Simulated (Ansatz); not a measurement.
Molecular dynamics of Cu$_{3}$Se$_{4}$O$_{16}$

The input (input.yaml):

```yaml
accuracy: low
crystal:
  lattice:
    - [9.012846, 0.0, 0.0]
    - [0.0, 6.842809, 0.0]
    - [0.0, 0.0, 5.076969]
  atoms:
    - { symbol: Cu, position: [-0.01290039, 0.53231103, 0.01223646] }
    - { symbol: Cu, position: [0.51136986, 0.00111827, 0.51099966] }
    - { symbol: Cu, position: [0.51466628, 0.48360667, 0.47214268] }
    - { symbol: Se, position: [0.18801448, 0.2216432, 0.4503737] }
    - { symbol: Se, position: [0.67491873, 0.26495964, 0.07124312] }
    - { symbol: Se, position: [0.80438842, 0.8042446, 0.54346054] }
    - { symbol: Se, position: [0.33117461, 0.69215947, 0.94237654] }
    - { symbol: O, position: [0.57885225, 0.27595466, 0.81777649] }
    - { symbol: O, position: [0.3696198, 0.90826285, 0.81421756] }
    - { symbol: O, position: [0.59812831, 0.74838813, 0.53615403] }
    - { symbol: O, position: [0.1817769, 0.01169939, 0.34513629] }
    - { symbol: O, position: [0.86887448, 0.67227155, 0.78168725] }
    - { symbol: O, position: [0.13422924, 0.71767697, 0.97861964] }
    - { symbol: O, position: [0.41238348, 0.25208454, 0.39481556] }
    - { symbol: O, position: [0.77467888, 1.02322525, 0.60680621] }
    - { symbol: O, position: [0.40522504, 0.68866014, 0.23667569] }
    - { symbol: O, position: [0.33853396, 0.54721892, 0.68211387] }
    - { symbol: O, position: [0.13072623, 0.24049139, 0.75660422] }
    - { symbol: O, position: [0.86703924, 0.3002103, 0.01868753] }
    - { symbol: O, position: [0.12562306, 0.39772099, 0.25437712] }
    - { symbol: O, position: [0.85882421, 0.73182621, 0.24614348] }
    - { symbol: O, position: [0.62858819, 0.06186405, 0.20995679] }
    - { symbol: O, position: [0.68214581, 0.43865775, 0.30179064] }
basis:
  ecutwfc: 420.0
kpoints:
  mp_grid: { grid: [1, 1, 2] }
hamiltonian:
  xc: lda
scf:
  occupations: { method: fermi_dirac, width: 0.05 }
  lower_state_search: "off"
  max_iter: 85
md:
  timestep: 1
  n_steps: 160
  ensemble: nvt_nose_hoover
  temperature: 1120.0
  initial_velocities: maxwell_boltzmann
  seed: 602018
  nose_hoover: { tau: 5.0, chain_length: 1 }
```

Command:

```bash
$ ansatz run input.yaml --threads 1 --pin off --max-ram 3072MiB --backend cpu --events-out ev --progress --plain --runs-dir out
```

It goes on from the last frame of an earlier run, with new velocities.

Output, in part (step lines):

```
md step     0: t =     0.00 fs  T =  1120.0 K  F+E_penalty+E_count = -50049.59485675 eV  E_kin = 3.184966 eV  conserved = -50046.40989038 eV  (15 SCF iters)
md step     1: t =     1.00 fs  T =  1108.9 K  F+E_penalty+E_count = -50049.56258729 eV  E_kin = 3.153351 eV  conserved = -50046.40955190 eV  (12 SCF iters)
md step     2: t =     2.00 fs  T =  1098.9 K  F+E_penalty+E_count = -50049.53132054 eV  E_kin = 3.125074 eV  conserved = -50046.40934011 eV  (12 SCF iters)
md step     3: t =     3.00 fs  T =  1092.0 K  F+E_penalty+E_count = -50049.50409899 eV  E_kin = 3.105275 eV  conserved = -50046.40929001 eV  (12 SCF iters)
md step     4: t =     4.00 fs  T =  1088.7 K  F+E_penalty+E_count = -50049.48137352 eV  E_kin = 3.095913 eV  conserved = -50046.40938886 eV  (12 SCF iters)
md step     5: t =     5.00 fs  T =  1088.7 K  F+E_penalty+E_count = -50049.46117376 eV  E_kin = 3.095822 eV  conserved = -50046.40957884 eV  (6 SCF iters)
md step     6: t =     6.00 fs  T =  1090.7 K  F+E_penalty+E_count = -50049.43996075 eV  E_kin = 3.101632 eV  conserved = -50046.40977480 eV  (5 SCF iters)
md step     7: t =     7.00 fs  T =  1093.4 K  F+E_penalty+E_count = -50049.41389061 eV  E_kin = 3.109225 eV  conserved = -50046.40989361 eV  (4 SCF iters)
[... lines left out ...]
md step   160: t =   160.00 fs  T =  1068.7 K  F+E_penalty+E_count = -50050.33565993 eV  E_kin = 3.039087 eV  conserved = -50046.41057702 eV  (12 SCF iters)
```

The steps, from the saved trajectory:

```csv
time (fs),T (K),potential energy less start (eV),conserved less start (meV/atom)
0.0,1120,0.000,0.00
5.0,1089,0.134,0.01
10.0,1096,0.310,0.01
15.0,1094,0.655,0.05
20.0,1123,1.048,0.11
25.0,1221,1.211,0.13
30.0,1240,1.030,0.09
35.0,1071,0.795,0.05
40.0,980,0.637,0.00
45.0,1063,0.637,0.03
50.0,1315,0.436,0.11
55.0,1315,-0.186,-0.05
60.0,909,-0.394,-0.04
65.0,854,-0.527,-0.07
70.0,1160,-0.532,-0.03
75.0,1423,-0.425,0.04
80.0,1156,-0.455,-0.03
85.0,864,-0.431,-0.05
90.0,955,-0.389,-0.01
95.0,1387,-0.460,-0.03
100.0,1303,-0.346,0.04
105.0,972,-0.441,0.03
110.0,992,-0.826,-0.05
115.0,1149,-1.006,-0.07
120.0,1176,-0.886,0.00
125.0,1136,-0.882,-0.02
130.0,1102,-0.988,-0.04
135.0,1066,-0.978,-0.03
140.0,1108,-0.929,0.01
145.0,1223,-1.055,-0.03
150.0,1121,-1.046,-0.05
155.0,977,-0.877,-0.05
160.0,1069,-0.741,-0.03
```

The run went to its last step. The conserved energy stayed within 0.13 meV per atom of its start (net change -0.03 meV per atom), so the integration is sound. A run of 0.16 ps of so small a system gives no equilibrium averages. Limits of this set-up: coarse k mesh, odd electron count without spin, low accuracy level.

Mean squared displacements from the first frame to the last, about the centre of mass: Cu 0.08 Å², Se 0.31 Å², O 0.47 Å².

Last frame:

```xyz
23
Lattice="9.0128 0.0000 0.0000 0.0000 6.8428 0.0000 0.0000 0.0000 5.0770" Properties=species:S:1:pos:R:3
Cu 0.040 3.347 0.054
Cu 4.607 -0.112 2.564
Cu 4.444 3.576 2.432
Se 1.680 1.717 2.021
Se 6.346 1.739 0.459
Se 7.419 4.952 3.180
Se 2.653 5.321 4.528
O 5.604 1.727 4.048
O 2.949 6.694 3.819
O 5.587 5.027 3.185
O 1.401 0.364 1.177
O 7.608 3.573 4.132
O 1.027 5.147 4.769
O 3.325 1.808 2.115
O 7.764 6.305 3.811
O 3.408 4.926 0.807
O 2.877 3.861 3.525
O 0.870 1.900 3.369
O 8.018 1.866 0.734
O 1.445 3.172 1.207
O 8.197 4.793 1.709
O 5.921 0.353 1.283
O 5.429 3.143 0.862
```

The run took 10 min on 1 thread of Intel(R) Xeon(R) Platinum 8259CL CPU @ 2.50GHz (Skylake/Cascade Lake), with other jobs on the host, peak memory 0.72 GiB.
